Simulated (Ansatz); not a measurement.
**CdClH₆NSi₂: small, medium and large basis sets**

One table from this session's results is given with a row withheld; the runs are named, their logs left out.

Computed with Ansatz 0.2.0, Gaussian basis. Level: one geometry, several basis sets.

The runs, in order: PBE0-D4/def2-SVP; ωB97M-V/def2-SVP; PBE0-D4/def2-QZVPP; ωB97M-V/def2-QZVPP; the functionals' def2-TZVPP values are taken from earlier runs.

1 further run of the same task is left out (for a known fault of the program). Runs told in other sessions of the task aren't counted.

**Structure used throughout**

The geometry comes from an earlier relaxation with PBE0-D4 in a triple-zeta def2 set; it is a stationary point, not always the lowest conformer. Cd takes the def2 core potential; no spin-orbit term is included.

SMILES `[SiH3][N]([SiH3])[Cd][Cl]`, 11 atoms, charge 0, spin multiplicity 1.

Atoms are counted from 1 here; the program's logs count them from 0.

Bond lengths: Si1–N2 1.722 Å, Si1–H6 1.490 Å, Si1–H7 1.492 Å, Si1–H8 1.490 Å, N2–Si3 1.722 Å, N2–Cd4 2.013 Å, Si3–H9 1.492 Å, Si3–H10 1.490 Å, Si3–H11 1.490 Å, Cd4–Cl5 2.263 Å. Angles: N2–Si1–H6 112.1°, N2–Si1–H7 108.5°, N2–Si1–H8 112.1°, H6–Si1–H7 108.3°, H6–Si1–H8 107.5°, H7–Si1–H8 108.2°, Si1–N2–Si3 124.3°, Si1–N2–Cd4 117.9°, Si3–N2–Cd4 117.9°, N2–Si3–H9 108.5°, N2–Si3–H10 112.1°, N2–Si3–H11 112.1°, H9–Si3–H10 108.2°, H9–Si3–H11 108.3°, H10–Si3–H11 107.5°, N2–Cd4–Cl5 180.0°.

Geometry (Å):

```
atom    x (Å)    y (Å)    z (Å)
 Si1  -1.1553  -0.0699   1.1881
  N2  -0.0392   0.0521  -0.1176
 Si3   1.5957  -0.4846  -0.0498
 Cd4  -0.6882   0.8763  -1.8360
 Cl5  -1.4178   1.8031  -3.7677
  H6  -0.6980   0.6856   2.3885
  H7  -2.4629   0.4982   0.7484
  H8  -1.3771  -1.4833   1.6052
  H9   2.2394  -0.2106  -1.3675
 H10   1.6946  -1.9463   0.2229
 H11   2.3742   0.2225   1.0060
```

Set-up of the first run:

The input, in.yaml:

```yaml
crystal:
  periodic: [false, false, false]
  atoms:
    - {symbol: Si, position_ang: [-1.155250, -0.069918, 1.188126]}
    - {symbol: N, position_ang: [-0.039171, 0.052096, -0.117574]}
    - {symbol: Si, position_ang: [1.595685, -0.484579, -0.049762]}
    - {symbol: Cd, position_ang: [-0.688208, 0.876255, -1.835984]}
    - {symbol: Cl, position_ang: [-1.417765, 1.803079, -3.767713]}
    - {symbol: H, position_ang: [-0.698041, 0.685611, 2.388483]}
    - {symbol: H, position_ang: [-2.462873, 0.498181, 0.748437]}
    - {symbol: H, position_ang: [-1.377143, -1.483254, 1.605175]}
    - {symbol: H, position_ang: [2.239408, -0.210590, -1.367521]}
    - {symbol: H, position_ang: [1.694587, -1.946278, 0.222885]}
    - {symbol: H, position_ang: [2.374172, 0.222495, 1.006047]}
basis:
  gaussian: {orbitals: def2-SVP}
hamiltonian: {xc: pbe0, dispersion: d4}
output: {orbitals: {seedname: orbitals}}
```

On the command line:

```console
ansatz run in.yaml --threads 4 --pin off --events-out ev --progress --plain --max-ram 11315MiB
```

Steps of the session up to this table: PBE0-D4 in def2-SVP; ωB97M-V in def2-SVP; PBE0-D4 in def2-QZVPP; ωB97M-V in def2-QZVPP.

One table of the session follows, with a row left open; its other results are not shown here.

It belongs to the step «Density functionals: the series». 

```
functional       basis  HOMO (eV)  LUMO (eV)
   PBE0-D4    def2-SVP      -7.44      -1.79
   PBE0-D4  def2-TZVPP      -7.57      -1.92
   PBE0-D4  def2-QZVPP      -7.59      -1.94
   ωB97M-V    def2-SVP      -9.63       0.06
   ωB97M-V  def2-TZVPP          ?          ?
   ωB97M-V  def2-QZVPP      -9.83      -0.26
```

Q: Estimate the row for ωB97M-V, def2-TZVPP from the others.

As computed: HOMO (eV): -9.81; LUMO (eV): -0.13. In the column «HOMO (eV)» it lies between ωB97M-V, def2-QZVPP (-9.83) and ωB97M-V, def2-SVP (-9.63).
